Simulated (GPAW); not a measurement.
# Ga3Sb (I4/mmm) in GPAW: equation of state with PBE

Aim: the equation of state of Ga3Sb with PBE.

Program: GPAW 26.7.0. These are calculated values, not measurements. Logs are shortened: lines on timing, memory, paths and dates and some standing lists are left out, and cuts for length are marked. The log counts tension as positive stress, the text compression.

## (1) The structure

The structure is tetragonal, space group I4/mmm (No. 139). Conventional cell: a = 4.318 Å, b = 4.318 Å, c = 9.521 Å, α = 90.00°, β = 90.00°, γ = 90.00°. Sb (site symmetry 4/mmm) has 12 Ga at 3.05 to 3.21 Å as nearest neighbours. Around Ga (site symmetry 4/mmm) lie 4 Sb at 3.05 Å and 8 Ga at 3.21 Å. Around Ga (site symmetry -4m2) lie 8 Ga at 3.05 to 3.21 Å and 4 Sb at 3.21 Å.

The cell comes from a database or a generator and needn't be the stable form of this composition.

## (2) Equation of state, PBE

run.py reads:

```python
from ase import Atoms
from ase.eos import EquationOfState
from ase.io import Trajectory
from ase.units import GPa
from gpaw import GPAW, PW

atoms = Atoms(['Sb', 'Ga', 'Ga', 'Ga'],
              cell=[[-2.158799, 2.158799, 4.760484],
                    [2.158799, -2.158799, 4.760484],
                    [2.158799, 2.158799, -4.760484]],
              scaled_positions=[[0.0, 0.0, 0.0],
                                [0.5, 0.5, 0.0],
                                [0.25, 0.75, 0.5],
                                [0.75, 0.25, 0.5]],
              pbc=True)

traj = Trajectory('eos.traj', 'w')
volumes, energies = [], []
for x in [0.94, 0.96, 0.98, 1.0, 1.02, 1.04, 1.06]:
    a = atoms.copy()
    a.set_cell(atoms.cell * x**(1 / 3), scale_atoms=True)
    calc = GPAW(mode=PW(600),
                xc='PBE',
                kpts={'size': (6, 6, 6), 'gamma': True},
                occupations={'name': 'fermi-dirac', 'width': 0.05},
                nbands=23,
                convergence={'density': 1e-05, 'energy': 1e-05},
                maxiter=150,
                txt=f'eos-{x:.2f}.txt')
    a.calc = calc
    energies.append(a.get_potential_energy(force_consistent=True))
    volumes.append(a.get_volume())
    p = -a.get_stress()[:3].mean() / GPa
    calc.write(f'eos-{x:.2f}.gpw')
    traj.write(a)
    print(f'{x:.2f} {volumes[-1]:10.4f} A^3 {energies[-1]:14.6f} eV {p:9.3f} GPa', flush=True)

v0, e0, B = EquationOfState(volumes, energies, eos='birchmurnaghan').fit()
print(f'V0 = {v0:.4f} A^3, E0 = {e0:.6f} eV, B0 = {B / GPa:.2f} GPa')
```

Potentials or basis: GPAW PAW data sets (gpaw-data 1.2.1), pw.

Command:

```bash
$ OMP_NUM_THREADS=1 python run.py
```

Log:

```text
__  _  _
 | _ |_)|_||  |
 |__||  | ||/\| - 26.7.0

Input parameters:
  mode=PW(ecut=600.0),
  convergence={'density': 1e-05, 'energy': 1e-05},
  kpts=MonkhorstPack(size=(6, 6, 6), gamma=True),
  maxiter=150,
  nbands=23,
  occupations=Occupations(name='fermi-dirac', width=0.05),
  xc=XC(name='PBE')

Diagonalizing LCAO Hamiltonian
Converting LCAO to pw mode

       Ga

         Ga
            Ga

       Sb

Atoms  # Å, Bohr magnetons
|   | symbol |        x |         y |        z |    initial magnetic moments |
|---|--------|----------|-----------|----------|-----------------------------|
| 0 |     Sb | 0.000000 |  0.000000 | 0.000000 | ( 0.0000,  0.0000,  0.0000) |
| 1 |     Ga | 0.000000 |  0.000000 | 4.663304 | ( 0.0000,  0.0000,  0.0000) |
| 2 |     Ga | 2.114730 | -0.000000 | 2.331652 | ( 0.0000,  0.0000,  0.0000) |
| 3 |     Ga | 0.000000 |  2.114730 | 2.331652 | ( 0.0000,  0.0000,  0.0000) |

Unit cell  # Å
| periodic |         x |         y |         z |  lengths |     angles |
|----------|-----------|-----------|-----------|----------|------------|
|      yes | -2.114730 |  2.114730 |  4.663304 | 5.539907 | 135.118658 |
|      yes |  2.114730 | -2.114730 |  4.663304 | 5.539907 | 135.118658 |
|      yes |  2.114730 |  2.114730 | -4.663304 | 5.539907 |  65.345887 |

Number of symmetries: 16
Symmetry operations  # r_c * U_cc + t_c -> r_c
|    | kind |            matrix            |
|----|------|------------------------------|
|  0 |  σ   |  1, 1, 1,  0, 0,-1,  0,-1, 0 |
|  1 |  C4  |  1, 1, 1,  0, 0,-1, -1, 0, 0 |
|  2 |  E   |  1, 0, 0,  0, 1, 0,  0, 0, 1 |
|  3 |  σ   |  1, 0, 0,  0, 1, 0, -1,-1,-1 |
|  4 |  σ   |  0, 1, 0,  1, 0, 0,  0, 0, 1 |
|  5 |  C2  |  0, 1, 0,  1, 0, 0, -1,-1,-1 |
|  6 |  C2  |  0, 0, 1, -1,-1,-1,  1, 0, 0 |
|  7 |  S4  |  0, 0, 1, -1,-1,-1,  0, 1, 0 |
|  8 |  C4  |  0, 0,-1,  1, 1, 1,  0,-1, 0 |
|  9 |  σ   |  0, 0,-1,  1, 1, 1, -1, 0, 0 |
| 10 |  σ   |  0,-1, 0, -1, 0, 0,  1, 1, 1 |
| 11 |  C2  |  0,-1, 0, -1, 0, 0,  0, 0,-1 |
| 12 |  C2  | -1, 0, 0,  0,-1, 0,  1, 1, 1 |
| 13 |  i   | -1, 0, 0,  0,-1, 0,  0, 0,-1 |
| 14 |  S4  | -1,-1,-1,  0, 0, 1,  1, 0, 0 |
| 15 |  C2  | -1,-1,-1,  0, 0, 1,  0, 1, 0 |

BZ-sampling:
  Number of BZ points: 216
  Number of IBZ points: 30

  Monkhorst-Pack size: [6, 6, 6]
  Monkhorst-Pack shift: [0.08333333333333333, 0.08333333333333333, 0.08333333333333333]

K-points  # in reciprocal-cell coordinates
|     |                                coordinates |     weight |
|-----|--------------------------------------------|------------|
|   0 | (  0.00000000,   0.00000000,   0.00000000) | 0.00462963 |
|   1 | (  0.16666667,  -0.16666667,   0.00000000) | 0.01851852 |
|   2 | (  0.16666667,  -0.16666667,   0.16666667) | 0.01851852 |
|   3 | (  0.16666667,   0.00000000,   0.00000000) | 0.03703704 |
|   4 | (  0.16666667,   0.16666667,  -0.16666667) | 0.00925926 |
|   5 | (  0.33333333,  -0.33333333,   0.00000000) | 0.01851852 |
|   6 | (  0.33333333,  -0.33333333,   0.16666667) | 0.03703704 |
|   7 | (  0.33333333,  -0.33333333,   0.33333333) | 0.01851852 |
|   8 | (  0.33333333,  -0.16666667,   0.00000000) | 0.07407407 |
|   9 | (  0.33333333,  -0.16666667,   0.16666667) | 0.03703704 |
| ... |                                            |            |
|  29 | (  0.50000000,   0.50000000,   0.50000000) | 0.00462963 |

Plane wave coefficients: 2815
Cutoff: 600.0 eV

Spin-components: 1 (collinear spins)
Bands:           23
Projectors:      21
Spin-degeneracy: 2
Datatype:        complex128

Parallelization:
  kpt:    1
  domain: 1
  band:   1

Density:
  Valence electrons: 24.0
  Components: 1
  Grid points: [32 32 32]
  Charge: 0.0  # |e|

Potential:
  Grid points: [32 32 32]

species:
  Sb:
    name:    Antimony
    Z:       51.0
    valence: 15
    core:    36
    charge:  0.0  # [|e|]
    compensation charges:
      type: gauss
      rc: 0.36  # [Å]
      lmax: 2
    cutoffs:
      filter: 2.23  # [Å]
      core: 2.23  # [Å]
    projectors
    | kind |    occ | energy [eV] | rcut [Å] |
    |------|--------|-------------|----------|
    |   5s |  2.000 |     -12.815 |    1.154 |
    |   5p |  3.000 |      -4.830 |    1.233 |
    |   4d | 10.000 |     -33.514 |    1.196 |
    |    s |        |      14.396 |    1.154 |
    |    p |        |      22.381 |    1.233 |
    |    d |        |      -6.303 |    1.196 |

    Using partial waves for Sb as LCAO basis

  Ga:
    name:    Gallium
    Z:       31.0
    valence: 3
    core:    28
    charge:  0.0  # [|e|]
    compensation charges:
      type: gauss
      rc: 0.37  # [Å]
      lmax: 2
    cutoffs:
      filter: 2.06  # [Å]
      core: 4.17  # [Å]
    projectors
    | kind |    occ | energy [eV] | rcut [Å] |
    |------|--------|-------------|----------|
    |   4s |  2.000 |      -8.945 |    1.164 |
    |   4p |  1.000 |      -2.580 |    1.164 |
    |    s |        |      18.266 |    1.164 |
    |    p |        |      24.631 |    1.164 |
    |    d |        |       0.000 |    1.164 |

    Using partial waves for Ga as LCAO basis

Reference energy: -334935.572835  # eV

eigensolver:
  PPCG
  Converge bands: occupied
  niter=2

density mixing:
  MSR1-Mixer
  Pratt-step length: 0.05
  Maximum mixing coefficient: 0.75
  Old densities: 10
  SVD Regularization: 0.005
  Good broyden scale: 1.0
  Trust region scale: 1.0
  Backstep threshold: 4.0
  History deletion threshold: 6.0
  Fourier metric: weight=20.0, sigma=0.015

occupation numbers:
  Fermi-Dirac:
    width: 0.0500  # eV

poisson solver:
  ecut: 4800.0  # eV

xc functional:
  name: PBE with 2 nearest neighbor stencil

convergence criteria:
[... 6 lines left out ...]
|iter     | |      energy | eigst |  dens |
|---------|-|-------------|-------|-------|
|iter:   1| |  -12.908763 | +0.40 |       |
|iter:   2| |  -12.909185 | -2.18 | -1.43 |
|iter:   3| |  -12.874394 | -2.56 | -1.46 |
|iter:   4| |  -12.873199 | -3.23 | -2.04 |
|iter:   5| |  -12.873306 | -4.58 | -2.84 |
|iter:   6| |  -12.873303c| -5.93 | -3.43 |
|iter:   7| |  -12.873305c| -6.74 | -4.05 |
|iter:   8| |  -12.873305c| -7.54c| -4.60 |
|iter:   9| |  -12.873305c| -7.83c| -5.14c|

Converged in 9 steps
Energy contributions relative to reference atoms: (reference = -334935.572835)

Energy contributions:
  Kinetic:          26.788812
  Coulomb:         -22.227872
  Zero:              0.183579
  External:          0.000000
  Xc:              -17.611713
  Entropy:          -0.012221
  Spinorbit:         0.000000
  ----------------------------
  Free energy:     -12.879416
  Extrapolated:    -12.873305

dipole moment: (-13.104225, -13.104225, -4.826763)  # |e|*Ang

Fermi level: 6.870
Eigenvalues  # (at kpt = [0.000, 0.000, 0.000])
| band index |      eig [eV] | occ [0-2] |
|------------|---------------|-----------|
|          0 |       -22.297 |     2.000 |
|        ... |               |           |
|          6 |         1.502 |     2.000 |
|          7 |         2.753 |     2.000 |
|          8 |         4.041 |     2.000 |
|          9 |         4.962 |     2.000 |
|         10 |         4.962 |     2.000 |
|         11 |         5.184 |     2.000 |
[... 9 lines left out ...]
|         21 |        17.203 |     0.000 |
|         22 |        17.203 |     0.000 |

No gap
No difference between direct/indirect transitions

Stress tensor  # eV/Ang^3
|         x |         y |         z |
|-----------|-----------|-----------|
| -0.024028 |  0.000000 |  0.000000 |
|  0.000000 | -0.024028 |  0.000000 |
|  0.000000 |  0.000000 | -0.005973 |

# Writing to eos-0.94.gpw (mode='')
```

Run time: 4.7 min. Hardware: 1 thread of Arm Neoverse V2, shared host; peak memory 0.35 GiB.

What came out:

```
Equilibrium volume                        : 22.00 Å³/atom
Bulk modulus at fixed shape and positions : 48 GPa
Pressure derivative of the bulk modulus   : 4.9
```

Energy against volume, from the lowest point:
| volume (Å³/atom) | energy (meV/atom) |
| --- | --- |
| 20.855 | 9.62 |
| 21.298 | 3.32 |
| 21.742 | 0.23 |
| 22.186 | 0.00 |
| 22.630 | 2.31 |
| 23.073 | 6.89 |
| 23.517 | 13.45 |

Caveat: the cell was scaled at fixed shape and fractional positions, which overstates the stiffness of a crystal with free parameters, most of all of layers and chains. Spin-orbit coupling is left out, which matters for the levels of Sb.
